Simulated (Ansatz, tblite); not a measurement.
# SnH3(NHMe) (CH₇NSn): a ladder of methods and basis sets

Aim: run the singlet of SnH3(NHMe) (CH₇NSn) at one geometry on many levels, and compare frontier levels, spin and run time.

Computed with Ansatz 0.2.0, Gaussian basis. Level: as each input shows.

Levels to be run: GFN1-xTB, GFN2-xTB, PBE-D4/def2-TZVP, r2SCAN-D4/def2-TZVP, HSE06-D4/def2-TZVP, BHLYP-D4/def2-TZVP, ωB97M-V/def2-TZVP, HF/def2-TZVP, LC-ωPBE/def2-TZVP, PBE-QIDH/def2-TZVP, ωB97X-V/def2-TZVP, PBE+5HF/def2-TZVP, PBE+10HF/def2-TZVP, PBE+15HF/def2-TZVP, PBE+35HF/def2-TZVP, PBE+50HF/def2-TZVP, PBE-D4/def2-SVP, PBE0-D4/def2-SVP, PBE0-D4/def2-TZVPD, PBE-D4/def2-TZVPD, r2SCAN-D4/def2-TZVPD, CCSD(T)/def2-TZVPP, MP2/def2-TZVP, RPA/def2-TZVP.

2 further runs of the same task are left out: 2 set aside as unsound or not needed. Runs told in other sessions of the task aren't counted.

## Step 1: The structure

The geometry is that of the singlet, from an earlier relaxation (B3LYP-D4/def2-SVP).

10 atoms, charge 0, spin multiplicity 1.

Bond lengths: Sn1–H2 1.717 Å, Sn1–H3 1.718 Å, Sn1–H4 1.732 Å, Sn1–N5 2.057 Å, N5–C6 1.453 Å, N5–H7 1.019 Å, C6–H8 1.112 Å, C6–H9 1.104 Å, C6–H10 1.105 Å. Angles: H2–Sn1–H3 112.2°, H2–Sn1–H4 110.3°, H2–Sn1–N5 105.6°, H3–Sn1–H4 109.4°, H3–Sn1–N5 105.8°, H4–Sn1–N5 113.4°, Sn1–N5–C6 120.4°, Sn1–N5–H7 112.4°, C6–N5–H7 111.6°, N5–C6–H8 115.7°, N5–C6–H9 110.0°, N5–C6–H10 110.5°, H8–C6–H9 106.8°, H8–C6–H10 107.0°, H9–C6–H10 106.3°.

Sn takes a core potential in the def2 sets. No spin-orbit coupling is included.

PBE0-D4/def2-TZVP was run before; its log isn't repeated, and its numbers join the tables.

## Step 2: GFN1-xTB

Tight binding, by tblite at 300 K electronic temperature and without a spin-polarisation term:

```python
tblite.interface.Calculator('GFN1-xTB', numbers, positions, charge=0, uhf=0).singlepoint()
```

Energy -314.0283 eV, HOMO -10.30 eV, LUMO -5.24 eV; 0.006 s.

## Step 3: GFN2-xTB

Tight binding, by tblite at 300 K electronic temperature and without a spin-polarisation term:

```python
tblite.interface.Calculator('GFN2-xTB', numbers, positions, charge=0, uhf=0).singlepoint()
```

Energy -290.6377 eV, HOMO -9.92 eV, LUMO -5.55 eV; 0.004 s.

## Step 4: PBE-D4/def2-TZVP

start.molden holds the orbitals of an earlier run on this state, given as this run's starting guess.

Contents of in.yaml:

```yaml
crystal:
  periodic: [false, false, false]
  atoms:
    - {symbol: Sn, position_ang: [0.600792, 1.105416, 0.934009]}
    - {symbol: H, position_ang: [0.676408, 1.034443, 2.648211]}
    - {symbol: H, position_ang: [2.161003, 1.181234, 0.218978]}
    - {symbol: H, position_ang: [-0.332345, 2.474406, 0.428506]}
    - {symbol: N, position_ang: [-0.199801, -0.693655, 0.339047]}
    - {symbol: C, position_ang: [-0.442909, -0.961753, -1.068635]}
    - {symbol: H, position_ang: [-0.989370, -0.977662, 0.916560]}
    - {symbol: H, position_ang: [-1.271491, -0.384084, -1.533050]}
    - {symbol: H, position_ang: [0.465471, -0.745775, -1.657317]}
    - {symbol: H, position_ang: [-0.667748, -2.032579, -1.226289]}
basis:
  gaussian: {orbitals: def2-TZVP, initial_orbitals: start.molden}
hamiltonian: {xc: pbe, dispersion: d4}
scf: {omitted_lower_state_checks: [starts]}
output: {forces: true, orbitals: {seedname: orbitals}}
```

Command:

```console
> ansatz run in.yaml --threads 4 --pin off --events-out ev --progress --plain --max-ram 3916MiB
```

After this run come: r2SCAN-D4/def2-TZVP; HSE06-D4/def2-TZVP; BHLYP-D4/def2-TZVP; ωB97M-V/def2-TZVP; HF/def2-TZVP; LC-ωPBE/def2-TZVP; PBE-QIDH/def2-TZVP; ωB97X-V/def2-TZVP; PBE+5HF/def2-TZVP; PBE+10HF/def2-TZVP; PBE+15HF/def2-TZVP; PBE+35HF/def2-TZVP; PBE+50HF/def2-TZVP; PBE-D4/def2-SVP; PBE0-D4/def2-SVP; PBE0-D4/def2-TZVPD; PBE-D4/def2-TZVPD; r2SCAN-D4/def2-TZVPD; CCSD(T)/def2-TZVPP; MP2/def2-TZVP; RPA/def2-TZVP.

Q: Predict the results of all the runs planned. Wanted: gap in def2-TZVP, named functionals and Hartree-Fock, smallest and largest; gap over the share of exact exchange; correlation energy, CCSD(T)/def2-TZVPP; correlation energy, MP2/def2-TZVP; binding an atom, CCSD(T)/def2-TZVPP; PBE0 total energy, smallest basis above largest.

The runs gave:

```
                                                                  quantity                            value
gap in def2-TZVP, named functionals and Hartree-Fock, smallest and largest  4.18 eV (PBE-D4), 12.09 eV (HF)
                                      gap over the share of exact exchange     4.18 eV at 0, 8.43 eV at 0.5
                                    correlation energy, CCSD(T)/def2-TZVPP                        -21.47 eV
                                         correlation energy, MP2/def2-TZVP                        -19.36 eV
                                       binding an atom, CCSD(T)/def2-TZVPP                         3.078 eV
                           PBE0 total energy, smallest basis above largest   3.29 eV (def2-SVP, def2-TZVPD)
```

**Reading.** Orbital gaps of the named functionals and Hartree-Fock in def2-TZVP span 4.18 eV (PBE-D4) to 12.09 eV (HF); exact exchange widens it. Raising the share of exact exchange from 0 to 0.5 moves the HOMO by -2.73 eV and the LUMO by +1.52 eV. The functionals in def2-TZVP miss CCSD(T)/def2-TZVPP by -0.011 (BHLYP-D4) to +0.088 eV (PBE-D4) an atom. CCSD(T)/def2-TZVPP isn't at the basis-set limit; small misses against it rank nothing.
